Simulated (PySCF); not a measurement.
# C2H7BCl−: NMR shifts and electronic excitations in gas and solvents

Aim: compute the NMR shifts and electronic excitations of C2H7BCl− (`C[BH2-]CCl`), and see what a dielectric continuum does where one was used.

Programs: PySCF 2.14.0, with density-fitted response routines of our own. Each step states its level of theory. These are calculated values for one molecule, in the gas phase or a continuum, unless marked as measured. Atoms are numbered from 0 throughout.

### Step 1. The molecule as given

11 atoms, charge -1, multiplicity 1; geometry from: GFN2-xTB. The atoms were then displaced at random by about 0.01 Å, so the start is not that level's minimum.

Bonds of the start (Å): C0–B1 1.61, B1–C2 1.64, C2–Cl3 1.84, C0–H4 1.12, C0–H5 1.10, C0–H6 1.09, B1–H7 1.22, B1–H8 1.22, C2–H9 1.08, C2–H10 1.11.

### Step 2. Geometry optimisation at PBE0-D3(BJ)/def2-SVP

What the job is given:

```
{"job": {"xc": "PBE0", "basis": "def2-SVP", "d3": "d3bj", "grid": 1, "shake": 0.01, "kind": "geom"}, "charge": -1, "multiplicity": 1}
C     -1.385780    -0.029340     0.001930
B      0.079620    -0.690920    -0.145200
C      1.137560     0.532010     0.131620
Cl     2.911880     0.047990     0.037270
H     -1.563490     0.799720    -0.731150
H     -1.579870     0.424320     0.989480
H     -2.190410    -0.736400    -0.174150
H      0.266500    -1.121950    -1.269670
H      0.233070    -1.559910     0.704080
H      1.073420     1.349630    -0.572180
H      1.055630     0.959030     1.152030
```

Launch:

```sh
$ OMP_NUM_THREADS=1 python probes_run.py task.json out
```

The driver reads the jobs from task.json and runs them one after another.

The log of the run:

```text
step   0  E = -564.99815710  max force = 0.017723
step   1  E = -565.00031127  max force = 0.004235
step   2  E = -565.00037793  max force = 0.000848
step   3  E = -565.00038305  max force = 0.000173
optimisation converged
```

Run time: 7.8 s. Hardware: 1 thread of Intel Xeon 6975P-C, shared host; peak memory 0.39 GiB.

Step by step:

| step | energy from step 0 (eV) | largest force component (eV/Å) |
| --- | --- | --- |
| 0 | 0.0000 | 0.9114 |
| 1 | -0.0586 | 0.2178 |
| 2 | -0.0604 | 0.0436 |
| 3 | -0.0606 | 0.0089 |

Close pairs (by a distance rule), those that changed most:

| bond | before (Å) | after (Å) | change (Å) |
| --- | --- | --- | --- |
| C0–B1 | 1.615 | 1.646 | +0.032 |
| B1–H7 | 1.219 | 1.250 | +0.031 |
| B1–H8 | 1.225 | 1.250 | +0.025 |
| C2–H9 | 1.081 | 1.104 | +0.024 |
| C0–H6 | 1.086 | 1.107 | +0.021 |
| C0–H4 | 1.121 | 1.110 | -0.011 |
| B1–C2 | 1.641 | 1.632 | -0.008 |
| C0–H5 | 1.104 | 1.110 | +0.006 |

The final coordinates are the input of the step that follows.

| at the end point | value |
| --- | --- |
| point group (found at 0.08 Å tolerance) | Cs |
| rotational constants (GHz, main isotopes) | 23.611, 2.138, 2.044 |

### Step 3. NMR shieldings: PBE0/pcSseg-1 in chloroform

What the job is given:

```
{"job": {"kind": "nmr", "xc": "PBE0", "basis": "pcSseg-1", "solvent": "chloroform", "pop": true}, "charge": -1, "multiplicity": 1}
C     -0.894071     0.151002     0.158956
B      0.601070    -0.529374     0.049955
C      1.700692     0.639108     0.348990
Cl     3.459534     0.102462     0.281285
H     -1.051007     0.971056    -0.572003
H     -1.099648     0.585510     1.159110
H     -1.696051    -0.588218    -0.028062
H      0.785757    -0.997217    -1.094183
H      0.725461    -1.446790     0.889756
H      1.653382     1.473432    -0.372970
H      1.600659     1.079403     1.357043
```

Level: GIAO PBE0/pcSseg-1 NMR shielding, non-relativistic, IEF-PCM chloroform.

The log of the run:

```text
coarse grid: 9224 points
cycle   1  E = -565.1530506736  dE = -1.299e-01  |g| = 4.982e-01  |ddm| = 2.656e+00
cycle   2  E = -565.1448480144  dE =  8.203e-03  |g| = 5.497e-01  |ddm| = 1.316e+00
cycle   3  E = -565.2357354774  dE = -9.089e-02  |g| = 5.781e-02  |ddm| = 6.510e-01
cycle   4  E = -565.2365216035  dE = -7.861e-04  |g| = 1.958e-02  |ddm| = 7.582e-02
cycle   5  E = -565.2366006618  dE = -7.906e-05  |g| = 4.285e-03  |ddm| = 1.737e-02
cycle   6  E = -565.2366045015  dE = -3.840e-06  |g| = 1.876e-03  |ddm| = 4.955e-03
final grid: 82976 points
cycle   7  E = -565.2580230367  dE = -2.394e-05  |g| = 6.106e-03  |ddm| = 1.769e-02
cycle   8  E = -565.2580195561  dE =  3.481e-06  |g| = 6.884e-03  |ddm| = 1.160e-02
cycle   9  E = -565.2580321092  dE = -1.255e-05  |g| = 6.275e-04  |ddm| = 6.304e-03
cycle  10  E = -565.2580321807  dE = -7.147e-08  |g| = 1.237e-04  |ddm| = 6.928e-04
cycle  11  E = -565.2580321840  dE = -3.310e-09  |g| = 4.280e-05  |ddm| = 1.431e-04
cycle  12  E = -565.2580321844  dE = -4.527e-10  |g| = 9.989e-06  |ddm| = 4.196e-05
converged SCF energy = -565.2580321844

GIAO shielding tensors (ppm)
atom      isotropic    diamagn.    paramagn.     s11        s22        s33       span
  0 C      181.415     247.770     -66.355    178.268    179.699    186.277      8.008
  1 B      127.657     180.011     -52.354    116.633    126.145    140.194     23.561
  2 C      125.171     247.186    -122.014     74.207    122.458    178.848    104.641
  3 Cl     919.828    1145.637    -225.809    802.306    831.745   1125.434    323.128
  4 H       31.938      30.988       0.950     28.302     29.941     37.571      9.269
  5 H       31.945      30.857       1.088     28.307     29.966     37.561      9.254
  6 H       31.484      30.293       1.191     27.693     28.718     38.041     10.348
  7 H       30.256      28.910       1.345     27.571     31.083     32.113      4.542
  8 H       30.257      29.021       1.236     27.564     31.087     32.119      4.555
  9 H       28.312      29.986      -1.674     22.606     28.654     33.677     11.071
 10 H       28.308      29.948      -1.641     22.601     28.643     33.679     11.078
```

It took 5.7 s on 1 thread of Intel Xeon 6975P-C, shared host; peak memory 0.55 GiB.

The references, computed at this level on geometries of the same kind, shield at (ppm): ¹H TMS 31.25, ¹³C TMS 185.2, ¹¹B BF3·OEt2 101.2. Their shielding less the atom's gives the shift. The references are single molecules in the same continuum. Atoms listed in one row are averaged.

| atoms | environment | σ (ppm) | δ (ppm) |
| --- | --- | --- | --- |
| C2 | sp3 CH2 bonded to B and Cl | 125.2 | 60.0 |
| C0 | methyl carbon bonded to B | 181.4 | 3.8 |
| H9, H10 | hydrogen on an sp3 CH2 bonded to B and Cl | 28.31 | 2.94 |
| H7, H8 | hydrogen on a boron bonded to 2 C | 30.26 | 0.99 |
| H4, H5, H6 | hydrogen on a methyl carbon bonded to B | 31.79 | -0.54 |
| B1 | boron bonded to 2 C, 2 H | 127.7 | -26.5 |
| Cl3 | chlorine bonded to C | 920 | – |

The run also stored atomic charges by several schemes (e):

| atoms | Mulliken | IAO | Hirshfeld | ESP fit |
| --- | --- | --- | --- | --- |
| C0 | -0.53 | -0.53 | -0.22 | -0.49 |
| B1 | 0.11 | -0.29 | -0.13 | 0.50 |
| C2 | -0.38 | -0.32 | -0.12 | -0.26 |
| Cl3 | -0.32 | -0.24 | -0.22 | -0.35 |

Mayer bond orders: C0–B1 0.92, B1–C2 0.84, C2–Cl3 0.87.

### Step 4. NMR shieldings: PBE0/pcSseg-1 in dichloromethane

The job, as its differences from that of step 3:

```diff
@@ -1,2 +1,2 @@
-{"job": {"kind": "nmr", "xc": "PBE0", "basis": "pcSseg-1", "solvent": "chloroform", "pop": true}, "charge": -1, "multiplicity": 1}
+{"job": {"kind": "nmr", "xc": "PBE0", "basis": "pcSseg-1", "solvent": "dichloromethane", "pop": false}, "charge": -1, "multiplicity": 1}
 C     -0.894071     0.151002     0.158956
```

Level: GIAO PBE0/pcSseg-1 NMR shielding, non-relativistic, IEF-PCM dichloromethane.

The log of the run:

```text
coarse grid: 9224 points
cycle   1  E = -565.1631152445  dE = -1.399e-01  |g| = 4.955e-01  |ddm| = 2.656e+00
cycle   2  E = -565.1561552622  dE =  6.960e-03  |g| = 5.433e-01  |ddm| = 1.298e+00
cycle   3  E = -565.2449215626  dE = -8.877e-02  |g| = 5.674e-02  |ddm| = 6.369e-01
cycle   4  E = -565.2456752390  dE = -7.537e-04  |g| = 1.909e-02  |ddm| = 7.341e-02
cycle   5  E = -565.2457504873  dE = -7.525e-05  |g| = 4.081e-03  |ddm| = 1.709e-02
cycle   6  E = -565.2457539166  dE = -3.429e-06  |g| = 1.836e-03  |ddm| = 4.839e-03
final grid: 82976 points
cycle   7  E = -565.2671675476  dE = -2.396e-05  |g| = 6.067e-03  |ddm| = 1.761e-02
cycle   8  E = -565.2671642317  dE =  3.316e-06  |g| = 6.808e-03  |ddm| = 1.147e-02
cycle   9  E = -565.2671765095  dE = -1.228e-05  |g| = 6.196e-04  |ddm| = 6.196e-03
cycle  10  E = -565.2671765785  dE = -6.898e-08  |g| = 1.204e-04  |ddm| = 6.750e-04
cycle  11  E = -565.2671765816  dE = -3.132e-09  |g| = 4.173e-05  |ddm| = 1.403e-04
cycle  12  E = -565.2671765821  dE = -4.248e-10  |g| = 9.964e-06  |ddm| = 4.132e-05
converged SCF energy = -565.2671765821

GIAO shielding tensors (ppm)
atom      isotropic    diamagn.    paramagn.     s11        s22        s33       span
  0 C      181.820     247.868     -66.049    178.661    180.292    186.507      7.846
  1 B      127.601     180.034     -52.433    116.466    125.948    140.389     23.923
  2 C      125.578     247.340    -121.762     74.654    122.525    179.554    104.900
  3 Cl     920.656    1145.649    -224.993    802.459    833.756   1125.753    323.295
  4 H       31.893      30.927       0.966     28.213     29.888     37.578      9.364
  5 H       31.900      30.796       1.103     28.218     29.913     37.568      9.349
  6 H       31.475      30.244       1.231     27.647     28.689     38.088     10.441
  7 H       30.325      29.017       1.307     27.681     31.138     32.154      4.472
  8 H       30.325      29.126       1.199     27.674     31.142     32.159      4.485
  9 H       28.267      29.923      -1.657     22.538     28.612     33.651     11.113
 10 H       28.263      29.888      -1.625     22.533     28.602     33.653     11.120
```

It took 4.5 s on 1 thread of Intel Xeon 6975P-C, shared host; peak memory 0.55 GiB.

In short: σ C2 125.6, C0 181.8, B1 127.6, Cl3 921, H9 28.26, H7 30.32 ppm (means over like atoms).

### Step 5. Ultraviolet spectrum: CAM-B3LYP/def2-SVPD

The job, as its differences from that of step 4:

```diff
@@ -1,2 +1,2 @@
-{"job": {"kind": "nmr", "xc": "PBE0", "basis": "pcSseg-1", "solvent": "dichloromethane", "pop": false}, "charge": -1, "multiplicity": 1}
+{"job": {"kind": "uv", "xc": "CAM-B3LYP", "basis": "def2-SVPD", "dynamic": true, "nstates": 6, "ntriplets": 0}, "charge": -1, "multiplicity": 1}
 C     -0.894071     0.151002     0.158956
```

With the program's defaults for keys left out, this is: TDDFT CAM-B3LYP/def2-SVPD, vertical, gas phase, core orbitals frozen in the response.

The log of the run:

```text
coarse grid: 9224 points
cycle   1  E = -565.1140259348  dE = -4.164e-02  |g| = 4.318e-01  |ddm| = 3.759e+00
cycle   2  E = -565.1397015427  dE = -2.568e-02  |g| = 3.754e-01  |ddm| = 1.376e+00
cycle   3  E = -565.1811516224  dE = -4.145e-02  |g| = 3.728e-02  |ddm| = 5.893e-01
cycle   4  E = -565.1814761539  dE = -3.245e-04  |g| = 1.907e-02  |ddm| = 8.038e-02
cycle   5  E = -565.1815775606  dE = -1.014e-04  |g| = 3.118e-03  |ddm| = 3.379e-02
cycle   6  E = -565.1815800846  dE = -2.524e-06  |g| = 1.334e-03  |ddm| = 8.588e-03
final grid: 82976 points
cycle   7  E = -565.2494982054  dE = -2.030e-05  |g| = 2.624e-03  |ddm| = 5.115e-02
cycle   8  E = -565.2494986027  dE = -3.974e-07  |g| = 2.382e-03  |ddm| = 8.711e-03
cycle   9  E = -565.2495000475  dE = -1.445e-06  |g| = 1.708e-04  |ddm| = 2.862e-03
cycle  10  E = -565.2495000559  dE = -8.386e-09  |g| = 8.532e-05  |ddm| = 5.121e-04
cycle  11  E = -565.2495000583  dE = -2.426e-09  |g| = 1.801e-05  |ddm| = 2.343e-04
cycle  12  E = -565.2495000584  dE = -1.024e-10  |g| = 6.909e-06  |ddm| = 3.988e-05
converged SCF energy = -565.2495000584

Static polarisability (au): isotropic 72.408, principal 62.924 66.439 87.862

Singlet excitations
state   eV       nm        f      main configurations
  1   5.9653    207.8   0.01574   H->L 0.68, H->L+1 0.28
  2   6.1050    203.1   0.04280   H-1->L+1 0.81
  3   6.3743    194.5   0.00653   H-1->L 0.83
  4   6.5140    190.3   0.05423   H-2->L 0.53, H-2->L+1 0.38
  5   6.5153    190.3   0.02197   H->L+1 0.58, H->L 0.22
  6   6.8796    180.2   0.00039   H-3->L+1 0.62, H-3->L 0.10, H->L+2 0.09
```

It took 12 s on 1 thread of Intel Xeon 6975P-C, shared host; peak memory 0.62 GiB.

The orbitals next to the gap, with their largest atomic shares:

| orbital | eV | atoms |
| --- | --- | --- |
| HOMO−3 | -5.11 | Cl3 77 %, C2 13 % |
| HOMO−2 | -4.25 | B1 32 %, C0 28 %, H7 11 % |
| HOMO−1 | -4.05 | Cl3 34 %, C2 25 %, B1 19 % |
| HOMO | -3.72 | B1 36 %, H8 21 %, H7 21 % |
| LUMO | 5.01 | B1 48 %, Cl3 21 %, C0 5 % |
| LUMO+1 | 5.12 | Cl3 64 %, C0 8 %, C2 7 % |
| LUMO+2 | 5.80 | Cl3 46 %, C2 12 %, H9 9 % |

With each of the 6 states as a Gaussian band of 0.4 eV half-width at 1/e, the curve within the window shown has maxima at 195 nm (ε 4,300) L/(mol cm). Beyond the last state computed it falls off for lack of states. The curve at chosen wavelengths:

(nm, ε (L/mol/cm)): (173, 209), (175, 394), (178, 865), (180, 1317), (182, 1860), (185, 2744), (187, 3295), (189, 3752), (192, 4192), (194, 4311), (196, 4305), (199, 4109), (201, 3886), (203, 3608), (205, 3290), (208, 2761), (210, 2393), (212, 2028), (215, 1515), (217, 1211), (219, 946), (222, 625), (224, 461), (226, 333), (229, 197), (231, 135)

Leading natural transition orbitals of singlet state 4: the hole lies on C0 24 %; B1 21 %; H7, H8 about 16 % each; the particle on H6 20 %; H4, H5 about 15 % each; 4 H atoms about 9 % each.

Leading natural transition orbitals of singlet state 1: the hole lies on H7, H8 about 35 % each; B1 15 %; the particle on H6, H7, H8 about 16 % each; H4, H5, H9 about 10 % each; H10 9 %.

Further results of this job:

| property | computed |
| --- | --- |
| polarisability (Å³) | 10.73 |
| HOMO–LUMO gap (eV) | 8.73 |
| −ε(HOMO) (eV) | 3.72 |
| C6 with itself (au) | 1878 |

Orbitals, density, ELF and potential are computed afterwards from the orbital file.

Frontier orbitals at CAM-B3LYP/def2-SVPD, with the share of their density that lies nearest to each atom:

| orbital | energy (eV) | lies on |
| --- | --- | --- |
| HOMO | -3.72 | H7, H8 about 35 % each; B1 15 % |
| LUMO | 5.01 | Cl3 23 %; H6, H7, H8 about 12 % each; H9, H10 about 10 % each |

ELF in a plane through or near 5 of the atoms.

Values, 10 rows by 14 columns:
```
0.00 0.00 0.00 0.00 0.00 0.00 0.00 0.00 0.00 0.00 0.00 0.00 0.00 0.00
0.00 0.00 0.00 0.00 0.00 0.00 0.00 0.00 0.00 0.00 0.00 0.00 0.00 0.00
0.00 0.00 0.00 0.00 0.04 0.07 0.03 0.00 0.03 0.05 0.02 0.00 0.00 0.00
0.00 0.01 0.17 0.08 0.08 0.43 0.15 0.01 0.18 0.22 0.09 0.01 0.00 0.00
0.00 0.30 0.74 0.81 0.41 0.18 0.45 0.14 0.47 0.54 0.26 0.09 0.00 0.00
0.00 0.29 0.81 0.55 0.82 0.61 0.95 0.22 0.84 0.93 0.99 0.70 0.00 0.00
0.00 0.08 0.54 0.81 0.77 0.05 0.28 0.12 0.31 0.76 0.99 0.56 0.00 0.00
0.00 0.01 0.21 0.63 0.32 0.01 0.27 0.35 0.09 0.01 0.07 0.01 0.00 0.00
0.00 0.00 0.00 0.05 0.01 0.01 0.07 0.09 0.03 0.00 0.00 0.00 0.00 0.00
0.00 0.00 0.00 0.00 0.00 0.00 0.00 0.00 0.00 0.00 0.00 0.00 0.00 0.00
```
The map spans 11.0 Å across and 8.0 Å up, centred on the molecule. Atoms in the plane (x, y in Å): C0 (1.4, 0.2), B1 (0.0, -0.7), C2 (-1.2, 0.4), Cl3 (-2.9, -0.4), H6 (2.3, -0.5).

On the surface of density 0.002 e/bohr³ the electrostatic potential runs, from the 1st to the 99th percentile, from -5.84 to -3.33 V.

### Step 6. Ultraviolet spectrum: CAM-B3LYP/def2-SVPD in chloroform

The job, as its differences from that of step 5:

```diff
@@ -1,2 +1,2 @@
-{"job": {"kind": "uv", "xc": "CAM-B3LYP", "basis": "def2-SVPD", "dynamic": true, "nstates": 6, "ntriplets": 0}, "charge": -1, "multiplicity": 1}
+{"job": {"kind": "uv", "xc": "CAM-B3LYP", "basis": "def2-SVPD", "solvent": "chloroform", "nstates": 6, "ntriplets": 0}, "charge": -1, "multiplicity": 1}
 C     -0.894071     0.151002     0.158956
```

With the program's defaults for keys left out, this is: TDDFT CAM-B3LYP/def2-SVPD, vertical, IEF-PCM chloroform (non-equilibrium linear response), core orbitals frozen in the response.

The log of the run:

```text
coarse grid: 9224 points
cycle   1  E = -565.1875495246  dE = -1.149e-01  |g| = 4.137e-01  |ddm| = 3.762e+00
cycle   2  E = -565.2137683786  dE = -2.622e-02  |g| = 3.398e-01  |ddm| = 1.253e+00
cycle   3  E = -565.2472725777  dE = -3.350e-02  |g| = 3.494e-02  |ddm| = 4.725e-01
cycle   4  E = -565.2475673886  dE = -2.948e-04  |g| = 1.608e-02  |ddm| = 6.599e-02
cycle   5  E = -565.2476407636  dE = -7.337e-05  |g| = 2.127e-03  |ddm| = 3.093e-02
cycle   6  E = -565.2476422386  dE = -1.475e-06  |g| = 8.526e-04  |ddm| = 6.303e-03
final grid: 82976 points
cycle   7  E = -565.3155357006  dE = -2.025e-05  |g| = 2.381e-03  |ddm| = 5.120e-02
cycle   8  E = -565.3155360720  dE = -3.714e-07  |g| = 2.149e-03  |ddm| = 7.699e-03
cycle   9  E = -565.3155372393  dE = -1.167e-06  |g| = 1.532e-04  |ddm| = 2.495e-03
cycle  10  E = -565.3155372465  dE = -7.254e-09  |g| = 8.579e-05  |ddm| = 4.901e-04
cycle  11  E = -565.3155372489  dE = -2.398e-09  |g| = 1.582e-05  |ddm| = 1.867e-04
cycle  12  E = -565.3155372490  dE = -8.856e-11  |g| = 6.772e-06  |ddm| = 3.805e-05
converged SCF energy = -565.3155372490

Static polarisability (au): isotropic 87.125, principal 78.179 80.991 102.205

Singlet excitations
state   eV       nm        f      main configurations
  1   6.4267    192.9   0.04667   H-1->L+1 0.51, H-1->L 0.27
  2   6.6046    187.7   0.03144   H->L 0.91
  3   6.8765    180.3   0.00784   H-1->L 0.57, H-1->L+1 0.26
  4   7.0554    175.7   0.08890   H-2->L 0.81
  5   7.0713    175.3   0.04089   H->L+1 0.48, H-3->L+1 0.30
  6   7.3455    168.8   0.00087   H-3->L+1 0.39, H->L+1 0.36
```

Run time: 8.4 s. Hardware: 1 thread of Intel Xeon 6975P-C, shared host; peak memory 0.68 GiB.

In short: HOMO -7.37 eV, LUMO 2.18 eV; lowest singlet 6.43 eV.

### Step 7. Excited states and response: CAM-B3LYP/def2-SVPD in dichloromethane

The job, as its differences from that of step 6:

```diff
@@ -1,2 +1,2 @@
-{"job": {"kind": "uv", "xc": "CAM-B3LYP", "basis": "def2-SVPD", "solvent": "chloroform", "nstates": 6, "ntriplets": 0}, "charge": -1, "multiplicity": 1}
+{"job": {"kind": "uv", "xc": "CAM-B3LYP", "basis": "def2-SVPD", "solvent": "dichloromethane", "nstates": 6, "ntriplets": 0}, "charge": -1, "multiplicity": 1}
 C     -0.894071     0.151002     0.158956
```

Method: TDDFT CAM-B3LYP/def2-SVPD, vertical, IEF-PCM dichloromethane (non-equilibrium linear response), core orbitals frozen in the response.

The log of the run:

```text
coarse grid: 9224 points
cycle   1  E = -565.1973822879  dE = -1.247e-01  |g| = 4.112e-01  |ddm| = 3.762e+00
cycle   2  E = -565.2236696394  dE = -2.629e-02  |g| = 3.353e-01  |ddm| = 1.251e+00
cycle   3  E = -565.2562168010  dE = -3.255e-02  |g| = 3.466e-02  |ddm| = 4.597e-01
cycle   4  E = -565.2565085597  dE = -2.918e-04  |g| = 1.573e-02  |ddm| = 6.444e-02
cycle   5  E = -565.2565794637  dE = -7.090e-05  |g| = 2.036e-03  |ddm| = 3.091e-02
cycle   6  E = -565.2565809195  dE = -1.456e-06  |g| = 7.661e-04  |ddm| = 6.145e-03
final grid: 82976 points
cycle   7  E = -565.3244691382  dE = -2.025e-05  |g| = 2.385e-03  |ddm| = 5.126e-02
cycle   8  E = -565.3244695079  dE = -3.697e-07  |g| = 2.162e-03  |ddm| = 7.656e-03
cycle   9  E = -565.3244706880  dE = -1.180e-06  |g| = 1.511e-04  |ddm| = 2.502e-03
cycle  10  E = -565.3244706952  dE = -7.265e-09  |g| = 8.606e-05  |ddm| = 4.972e-04
cycle  11  E = -565.3244706976  dE = -2.419e-09  |g| = 1.561e-05  |ddm| = 1.845e-04
cycle  12  E = -565.3244706977  dE = -8.902e-11  |g| = 6.855e-06  |ddm| = 3.934e-05
converged SCF energy = -565.3244706977

Static polarisability (au): isotropic 90.929, principal 82.648 84.892 105.248

Singlet excitations
state   eV       nm        f      main configurations
  1   6.4731    191.5   0.04528   H-1->L+1 0.51, H-1->L 0.27
  2   6.6971    185.1   0.03470   H->L 0.91
  3   6.9368    178.7   0.00824   H-1->L 0.57, H-1->L+1 0.25
  4   7.1307    173.9   0.08720   H-2->L 0.80
  5   7.1365    173.7   0.04109   H->L+1 0.41, H-3->L+1 0.34
  6   7.4221    167.0   0.00223   H->L+1 0.43, H-3->L+1 0.33
```

Run time: 8.2 s. Hardware: 1 thread of Intel Xeon 6975P-C, shared host; peak memory 0.68 GiB.

In short: HOMO -7.86 eV, LUMO 1.81 eV; lowest singlet 6.47 eV.

### Step 8. Comparing the runs: NMR shifts

Shifts (ppm), means over like atoms, with basis size and wall time:

| run | C2 | C0 | H9 | H7 | H4 | B1 | functions | time |
| --- | --- | --- | --- | --- | --- | --- | --- | --- |
| PBE0/pcSseg-1 in chloroform | 60.0 | 3.8 | 2.94 | 0.99 | -0.54 | -26.5 | 110 | 5.7 s |
| PBE0/pcSseg-1 in dichloromethane | 59.7 | 3.5 | 2.98 | 0.92 | -0.51 | -26.3 | 110 | 4.5 s |

The continuum's effect on the ground state:

| solvent | ε | polarisation energy (Eh) |
| --- | --- | --- |
| chloroform | 4.71 | -0.0690 |
| dichloromethane | 8.93 | -0.0786 |

### Step 9. Run by run: electronic excitations

Excitations and ground-state properties, with basis size and wall time:

| run | lowest singlet (eV) | brightest (eV) | f | gap (eV) | α (Å³) | functions | time |
| --- | --- | --- | --- | --- | --- | --- | --- |
| CAM-B3LYP/def2-SVPD | 5.97 | 6.51 | 0.054 | 8.73 | 10.73 | 143 | 12 s |
| CAM-B3LYP/def2-SVPD in chloroform | 6.43 | 7.06 | 0.089 | 9.56 | 12.91 | 143 | 8.4 s |
| CAM-B3LYP/def2-SVPD in dichloromethane | 6.47 | 7.13 | 0.087 | 9.67 | 13.47 | 143 | 8.2 s |

The continuum's effect on the ground state:

| solvent | ε | polarisation energy (Eh) |
| --- | --- | --- |
| chloroform | 4.71 | -0.0673 |
| dichloromethane | 8.93 | -0.0768 |

### Step 10. Summary of results

| quantity | value |
| --- | --- |
| point group | Cs |
| rotational constants (main isotopes) | 23.61, 2.14, 2.04 GHz |
| ¹³C shifts against TMS (PBE0/pcSseg-1, chloroform) | 60.0, 3.8 ppm |
| ¹H shifts against TMS (PBE0/pcSseg-1, chloroform, means over atoms taken as alike) | 2.94, 0.99, -0.54 ppm |
| ¹¹B shifts against BF3·OEt2 (PBE0/pcSseg-1, chloroform) | -26.5 ppm |
| shieldings of Cl (PBE0/pcSseg-1, chloroform) | Cl3 919.8 ppm |
| lowest singlet (CAM-B3LYP/def2-SVPD) | 5.97 eV (208 nm), f = 0.016 |
| brightest single state of those computed | state 4, 6.51 eV, f = 0.054 |
| range of the shift of C2 | 59.7 to 60.0 ppm |
| range of the lowest singlet | 5.97 to 6.47 eV |

What this shows: The optimisation took 3 steps and gained 0.061 eV; among the close pairs (by a distance rule), C0–B1 changed most, from 1.615 to 1.646 Å. No frequency check was run at this level, so the end point may be a saddle. The most deshielded hydrogen is H9, H10 (mean) (hydrogen on an sp3 CH2 bonded to B and Cl), at 2.94 ppm: its carbon carries Cl, an electronegative neighbour. At PBE0/pcSseg-1: The widest tensor belongs to Cl3: span 323 ppm, with a paramagnetic part of -226 ppm. The first singlet state (HOMO→LUMO 0.68, HOMO→LUMO+1 0.28) lies at 5.97 eV and is weak; of the 6 states computed, the strongest absorption comes from states 4 to 5 together at 6.51 eV. The lowest singlet lies above −ε(HOMO); no detachment energy was computed, so the anion's states may not be bound. Among the atoms with a shift in every run: In ppm, C2 moves most: its shift spreads over 0.3 ppm, from 59.7 (PBE0/pcSseg-1 in dichloromethane) to 60.0 (PBE0/pcSseg-1 in chloroform). The continuum holds electrostatics alone: no hydrogen bonds to the solvent, and the gas-phase geometry is kept. The lowest singlet runs from 5.97 eV (CAM-B3LYP/def2-SVPD) to 6.47 eV (CAM-B3LYP/def2-SVPD in dichloromethane), while the orbital gap spans 8.73 to 9.67 eV. The lowest state need not be the same one in every run.
